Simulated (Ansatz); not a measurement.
# isostructural Ti, Mn, Zn: a table of trends

Run with Ansatz 0.2.0 through its Python package.

`trend_ti.py`:
```python
# -*- coding: utf-8 -*-
import warnings

import ansatz as az
import numpy as np

PHASES = {
    "Ti": (
        [(2.95, 0.0, 0.0), (-1.475, 2.554775, 0.0), (0.0, 0.0, 4.68)],
        [
            ("Ti", (1 / 3, 2 / 3, 0.25)),
            ("Ti", (2 / 3, 1 / 3, 0.75)),
        ],
    ),
    "Mn": (
        [(2.483646, 0.0, 0.0), (-1.241823, 2.1509, 0.0), (0.0, 0.0, 4.026195)],
        [
            ("Mn", (2 / 3, 1 / 3, 0.75)),
            ("Mn", (1 / 3, 2 / 3, 0.25)),
        ],
    ),
    "Zn": (
        [(2.67, 0.0, 0.0), (-1.335, 2.312288, 0.0), (0.0, 0.0, 4.966)],
        [
            ("Zn", (1 / 3, 2 / 3, 0.25)),
            ("Zn", (2 / 3, 1 / 3, 0.75)),
        ],
    ),
}
MOMENTS = {"Mn": 4.0}  # parallel starting moments in muB


def build(vectors, sites):
    crystal = az.Crystal(lattice=az.Lattice.of(vectors))
    for symbol, position in sites:
        crystal = crystal.atom(symbol, position)
    return crystal

POLARISED = {"Mn"}


def solve(name, crystal):
    calc = (
        crystal.calculation()
        .functional("pbesol")
        .basis(630, density_ratio=4)
        .scf(tolerance=1e-05, max_iterations=100, algorithm="direct_min")
        .kpoints(spacing=0.3)
        .occupations("fermi_dirac", width=0.1)
        .stress()
        .band_table()
    )
    if name in POLARISED:
        calc = calc.spin("collinear")
    return calc.run()


def volume_per_atom(outcome):
    return abs(np.linalg.det(outcome.lattice.cell_ang)) / len(outcome.lattice.sites)


def pressure_gpa(outcome):
    return float(np.trace(outcome.report["stress_gpa"]) / 3)


def main():
    warnings.simplefilter("ignore", az.DeckWarning)

    phases = {name: build(*cell) for name, cell in PHASES.items()}
    for name in ["Mn"]:
        phases[name] = phases[name].moments({e: m for e, m in MOMENTS.items() if e in phases[name].species()})

    done = {name: solve(name, crystal) for name, crystal in phases.items()}

    rows = [(name, volume_per_atom(o), pressure_gpa(o), abs(o.report["magnetization_mub"])) for name, o in done.items()]
    print("  compound  V (A^3/atom)     P (GPa)  M (muB/cell)")
    for row in rows:
        print(f"{str(row[0]):>10}  {row[1]:12.3f}  {row[2]:10.2f}  {row[3]:12.2f}")


if __name__ == "__main__":
    main()
```

Output of `python trend_ti.py`:
```text
RunWarning: the starting moments were not kept: the SCF closed with an absolute magnetisation of 4.8e-7 μB, where they sum to 8 μB in size (2 sites). That is at most 0.1 of that sum. Measured as dr2_m measures the in/out step, that magnetisation stands 1.5e-13 eV from none, at or under the dr2_threshold of 1.0e-5 eV: it is no larger than a step whose dr2_m would equal this threshold. The system may hold no moment; this SCF shows only that its start led to no more than that. To try another [...]
  compound  V (A^3/atom)     P (GPa)  M (muB/cell)
        Ti        17.636       -5.64          0.00
        Mn        10.754      -11.33          0.00
        Zn        15.330       -5.81          0.00
```
(Warnings from the package without file and line, shortened.)

Reading the output:
- These settings explore the input space; cutoff and mesh may be short of convergence.
- The SCF didn't keep the moments it started from (some shrank, vanished or turned); what is printed is the state reached.
- For the metals among these phases the mesh is modest: differences between phases can be off by up to 40 meV an atom.
- Pressure is positive in compression.
- The cells come from databases of deposited and of computed structures, and not all need be stable phases.
- Members taken from a database of computed cells needn't be known phases. Magnetic phases start from parallel moments and may not end in their lowest magnetic state.
- The script silences the warnings on its input, which a real study should read.
- It ran for 52 s on 1 thread of Arm Neoverse V1 (shared host), peak memory 0.59 GiB.
